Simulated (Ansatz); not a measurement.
# C3InN3O3: taking an electron away

How much energy removes an electron from C3InN3O3 at fixed geometry? The cation is run at each level and the neutral's energy taken from earlier runs.

Program: Ansatz 0.2.0, Gaussian basis. Level of theory: unrestricted cation, the program's frozen cores in correlated methods. These are calculated values, not measurements.

The runs, in order: UKS PBE-D4/def2-TZVPP; UKS r2SCAN-D4/def2-TZVPP; UKS PBE0-D4/def2-TZVPP; UKS B3LYP-D4/def2-TZVPP; UKS wB97X-V/def2-TZVPP; UKS wB97M-V/def2-TZVPP; UKS B2PLYP/def2-TZVPP; UHF-CCSD(T)/def2-TZVPP; UHF-MP2/def2-QZVPP; extrapolation to the limit; then −ε(HOMO) from the neutral's earlier runs with LDA (SPW92), PBE-D4, revPBE-D4, BLYP-D4, r2SCAN-D4, B97M-V, PBE0-D4, B3LYP-D4, r2SCANh-D4, r2SCAN0-D4, HSE06-D4, BHLYP-D4, CAM-B3LYP-D4, LC-ωPBE, ωB97X-V, ωB97M-V.

## 1. The relaxed structure

The geometry comes from an earlier relaxation with PBE0-D4 in a triple-zeta def2 set; it is a stationary point, not always the lowest conformer. In takes the def2 core potential; no spin-orbit term is included.

SMILES `O=C=[N][In]([N]=C=O)[N]=C=O`, 10 atoms, charge 0, spin multiplicity 1.

Atoms are counted from 1 here; the program's logs count them from 0.

Bond lengths: O1–C2 1.164 Å, C2–N3 1.207 Å, N3–In4 1.998 Å, In4–N5 1.998 Å, In4–N8 1.998 Å, N5–C6 1.207 Å, C6–O7 1.164 Å, N8–C9 1.207 Å, C9–O10 1.164 Å. Angles: O1–C2–N3 175.9°, C2–N3–In4 135.4°, N3–In4–N5 120.0°, N3–In4–N8 120.0°, N5–In4–N8 120.0°, In4–N5–C6 135.3°, N5–C6–O7 175.9°, In4–N8–C9 135.3°, N8–C9–O10 175.9°.

## 2. Cation, UKS PBE-D4/def2-TZVPP

File in.yaml:

```yaml
crystal:
  periodic: [false, false, false]
  atoms:
    - {symbol: O, position_ang: [0.129705, -4.034297, -0.566850]}
    - {symbol: C, position_ang: [-0.088985, -2.980903, -0.123780]}
    - {symbol: N, position_ang: [-0.359435, -1.927854, 0.400266]}
    - {symbol: In, position_ang: [0.010748, -0.005313, 0.001786]}
    - {symbol: N, position_ang: [1.079264, 0.492860, -1.611347]}
    - {symbol: C, position_ang: [1.454840, 1.527605, -2.106266]}
    - {symbol: O, position_ang: [1.853385, 2.479378, -2.643913]}
    - {symbol: N, position_ang: [-0.686404, 1.419154, 1.217086]}
    - {symbol: C, position_ang: [-1.341984, 1.438012, 2.230278]}
    - {symbol: O, position_ang: [-1.967933, 1.540160, 3.205740]}
basis:
  gaussian: {orbitals: def2-TZVPP}
total_charge: 1
magnetization: {spin_polarized: true, initial_magnetization: 1}
hamiltonian: {xc: pbe, dispersion: d4}
```

Command:

```sh
$ ansatz run in.yaml --threads 2 --pin off --events-out ev --progress --plain --max-ram 32768MiB --backend cuda --devices 0, --max-vram 18GiB
```

The runs that follow: Cation, UKS r2SCAN-D4/def2-TZVPP; Cation, UKS PBE0-D4/def2-TZVPP; Cation, UKS B3LYP-D4/def2-TZVPP; Cation, UKS wB97X-V/def2-TZVPP; Cation, UKS wB97M-V/def2-TZVPP; Cation, UKS B2PLYP (frozen core)/def2-TZVPP; Cation, UHF-CCSD(T)/def2-TZVPP; Cation, UHF-MP2/def2-QZVPP.

**Question.** What will the summary of the whole plan be? Wanted: ionisation energy, CCSD(T)/CBS; nearest functional by difference; nearest −ε(HOMO); −ε(HOMO) of PBE; T1 of the cation.

As calculated:

| quantity | value |
| --- | --- |
| ionisation energy, CCSD(T)/CBS | 11.46 eV |
| nearest functional by difference | ωB97X-V (-0.16 eV) |
| nearest −ε(HOMO) | ωB97X-V (-0.13 eV) |
| −ε(HOMO) of PBE | 7.59 eV |
| T1 of the cation | 0.029 |

What this shows: By cation minus neutral, the functionals miss by 1.43 eV at most. The PBE orbital energy is 3.9 eV too small: a semilocal HOMO is no ionisation energy. Among orbital estimates ωB97X-V comes nearest. Hartree-Fock falls 1.35 eV short, as the neutral has more correlation energy than the cation. The cation may have settled in a state other than its lowest; no search over hole states beyond the program's own was made. Correlated methods include outer-core shells of In, which these sets cover unevenly. With outer-core shells in play the reference is unsure by up to some tenths of an eV, so close misses can't be ranked.
